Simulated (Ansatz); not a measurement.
# C₃H₄AlF: small, medium and large basis sets

An exercise on one series of results from a longer session: the logs are not shown, and one member is left open.

Method: one geometry, several basis sets; program: Ansatz 0.2.0, Gaussian basis.

Plan: PBE0-D4/def2-SVP; ωB97M-V/def2-SVP; PBE0-D4/def2-QZVPP; ωB97M-V/def2-QZVPP; the functionals' def2-TZVPP values are taken from earlier runs.

### The relaxed structure

All runs share one geometry, relaxed beforehand with PBE0-D4 in a triple-zeta def2 set.

SMILES `[CH3][Al]1[CH]=[C]1F`, 9 atoms, charge 0, spin multiplicity 1.

Atoms are counted from 1 here; the program's logs count them from 0.

Bond lengths: C1–Al2 1.937 Å, C1–H6 1.092 Å, C1–H7 1.094 Å, C1–H8 1.092 Å, Al2–C3 1.870 Å, Al2–C4 1.856 Å, C3–C4 1.357 Å, C3–H9 1.088 Å, C4–F5 1.334 Å. Angles: Al2–C1–H6 111.1°, Al2–C1–H7 110.3°, Al2–C1–H8 111.2°, H6–C1–H7 107.8°, H6–C1–H8 108.5°, H7–C1–H8 107.8°, C1–Al2–C3 157.9°, C1–Al2–C4 159.4°, C3–Al2–C4 42.7°, Al2–C3–C4 68.1°, Al2–C3–H9 163.1°, C4–C3–H9 128.8°, Al2–C4–C3 69.2°, Al2–C4–F5 163.8°, C3–C4–F5 127.0°.

As a file:

```xyz
9
C3H4AlF
C    -1.3146   -0.8734   -1.1045
Al    0.0206   -0.0065   -0.0015
C     1.2062    0.2206    1.4269
C     1.2120    1.2884    0.5892
F     1.9460    2.3962    0.7056
H    -1.2280   -1.9609   -1.0464
H    -2.3194   -0.6001   -0.7705
H    -1.2183   -0.5741   -2.1505
H     1.7840    0.0634    2.3348
```

The first run:

in.yaml

```yaml
crystal:
  periodic: [false, false, false]
  atoms:
    - {symbol: C, position_ang: [-1.314581, -0.873399, -1.104518]}
    - {symbol: Al, position_ang: [0.020586, -0.006524, -0.001502]}
    - {symbol: C, position_ang: [1.206201, 0.220630, 1.426931]}
    - {symbol: C, position_ang: [1.212020, 1.288381, 0.589153]}
    - {symbol: F, position_ang: [1.946044, 2.396177, 0.705628]}
    - {symbol: H, position_ang: [-1.228033, -1.960875, -1.046445]}
    - {symbol: H, position_ang: [-2.319408, -0.600062, -0.770472]}
    - {symbol: H, position_ang: [-1.218296, -0.574072, -2.150540]}
    - {symbol: H, position_ang: [1.783968, 0.063445, 2.334765]}
basis:
  gaussian: {orbitals: def2-SVP}
hamiltonian: {xc: pbe0, dispersion: d4}
output: {orbitals: {seedname: orbitals}}
```

On the command line:

```
ansatz run in.yaml --threads 2 --pin off --events-out ev --progress --plain --max-ram 4352MiB
```

Steps of the session up to this table: PBE0-D4 in def2-SVP; ωB97M-V in def2-SVP; PBE0-D4 in def2-QZVPP; ωB97M-V in def2-QZVPP.

One of the session's tables, all rows but one given; the rest of the session is left out.

It belongs to the step «Density functionals: the series». 

```
functional       basis  HOMO (eV)
   PBE0-D4    def2-SVP      -7.01
   PBE0-D4  def2-TZVPP          ?
   PBE0-D4  def2-QZVPP      -7.11
   ωB97M-V    def2-SVP      -9.21
   ωB97M-V  def2-TZVPP      -9.31
   ωB97M-V  def2-QZVPP      -9.34
```

**Question.** Estimate the row for PBE0-D4, def2-TZVPP.

As computed: HOMO (eV): -7.09. In the column «HOMO (eV)» it lies between PBE0-D4, def2-QZVPP (-7.11) and PBE0-D4, def2-SVP (-7.01).
